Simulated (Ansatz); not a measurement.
# GeH8SSi (built from SMILES S.[SiH3][GeH3]): search for a transition state

Wanted: the transition state of a four-centre ligand exchange (form Ge1–S7, Si2–H6 and break Ge1–Si2, H6–S7). The guess is relaxed with those distances held, a saddle search follows, and vibrations and two downhill relaxations check it.

Program: Ansatz 0.2.0, Gaussian basis. Level of theory: PBE0-D4, def2-SVP first, then def2-TZVP. These are calculated values, not measurements.

152 further runs of the same task are left out: 152 set aside as unsound or not needed.

## (1) Starting geometry

The guess: 11 atoms, charge 0, spin multiplicity 1.

Atoms are counted from 1 here; the program's logs count them from 0.

Bond lengths: Ge1–Si2 2.761 Å, Ge1–H3 1.512 Å, Ge1–H4 1.506 Å, Ge1–H5 1.548 Å, Si2–H6 1.693 Å, Si2–H8 1.463 Å, Si2–H9 1.465 Å, Si2–H10 1.469 Å, S7–H11 1.326 Å. Angles: Si2–Ge1–H3 123.1°, Si2–Ge1–H4 119.6°, Si2–Ge1–H5 83.2°, H3–Ge1–H4 113.4°, H3–Ge1–H5 103.0°, H4–Ge1–H5 104.2°, Ge1–Si2–H6 52.1°, Ge1–Si2–H8 92.4°, Ge1–Si2–H9 92.9°, Ge1–Si2–H10 144.9°, H6–Si2–H8 119.7°, H6–Si2–H9 117.9°, H6–Si2–H10 92.8°, H8–Si2–H9 109.6°, H8–Si2–H10 107.3°, H9–Si2–H10 106.8°.

As a file:

| atom | x (Å) | y (Å) | z (Å) |
| --- | --- | --- | --- |
| Ge1 | -1.10720 | 0.73680 | -0.18560 |
| Si2 | 0.48000 | -1.38580 | 0.58970 |
| H3 | -1.28330 | 1.15310 | -1.62840 |
| H4 | -1.40750 | 1.83820 | 0.79630 |
| H5 | -2.25410 | -0.28180 | 0.02510 |
| H6 | 0.97050 | 0.17600 | 0.15630 |
| S7 | 1.42330 | 1.91000 | -0.35850 |
| H8 | -0.28580 | -1.58990 | 1.81900 |
| H9 | -0.04370 | -2.25720 | -0.46450 |
| H10 | 1.85790 | -1.82110 | 0.85670 |
| H11 | 1.64990 | 1.52180 | -1.60600 |

Distances that are to change: Ge1–S7 2.79 Å, Si2–H6 1.69 Å, Ge1–Si2 2.76 Å, H6–S7 1.86 Å.

## (2) Relaxing the guess with the reacting distances held

hold/in.yaml

```yaml
crystal:
  periodic: [false, false, false]
  atoms:
    - {symbol: Ge, position_ang: [-1.107200, 0.736800, -0.185600]}
    - {symbol: Si, position_ang: [0.480000, -1.385800, 0.589700]}
    - {symbol: H, position_ang: [-1.283300, 1.153100, -1.628400]}
    - {symbol: H, position_ang: [-1.407500, 1.838200, 0.796300]}
    - {symbol: H, position_ang: [-2.254100, -0.281800, 0.025100]}
    - {symbol: H, position_ang: [0.970500, 0.176000, 0.156300]}
    - {symbol: S, position_ang: [1.423300, 1.910000, -0.358500]}
    - {symbol: H, position_ang: [-0.285800, -1.589900, 1.819000]}
    - {symbol: H, position_ang: [-0.043700, -2.257200, -0.464500]}
    - {symbol: H, position_ang: [1.857900, -1.821100, 0.856700]}
    - {symbol: H, position_ang: [1.649900, 1.521800, -1.606000]}
basis:
  gaussian: {orbitals: def2-SVP}
hamiltonian: {xc: pbe0, dispersion: d4}
relax: {f_tol: 0.04, max_steps: 150, escape_saddle: false, constraints: [{distance: [0, 6]}, {distance: [1, 5]}, {distance: [0, 1]}, {distance: [5, 6]}]}
```

Launch:

```console
> ansatz run in.yaml --threads 4 --pin off --events-out ev --progress --plain --max-ram 9574MiB
```

Further steps of the session: A starting Hessian; Saddle search in the small basis; Saddle search in triple zeta; Checking the order of the point; Relaxing after a step of 0.30 Å one way along the mode; Relaxing after a step of 0.30 Å the other way along the mode.

What does the calculation give? Wanted: imaginary mode; barrier from the start side; barrier from the end side; energy of the step; pairs that change; zero-point energy at the saddle.

**Answer**, as computed:

| quantity | value |
| --- | --- |
| imaginary mode | 1199i cm⁻¹ |
| barrier from the start side | 224.2 kJ/mol |
| barrier from the end side | 245.1 kJ/mol |
| energy of the step | -20.9 kJ/mol |
| pairs that change | Ge1–S7 formed, Si2–H6 formed, Ge1–Si2 broken, H6–S7 broken |
| zero-point energy at the saddle | 1.679 eV |

In words: The point has a single imaginary mode (1199i cm⁻¹), as a transition state must. It joins the planned start and end. At PBE0-D4/def2-TZVP the electronic barrier is 224.2 kJ/mol, about 90 kT at 298 K, and the step runs 20.9 kJ/mol downhill. The barrier is thin enough for tunnelling; the leading (Wigner) term alone is a factor of 2.4 at 298 K.
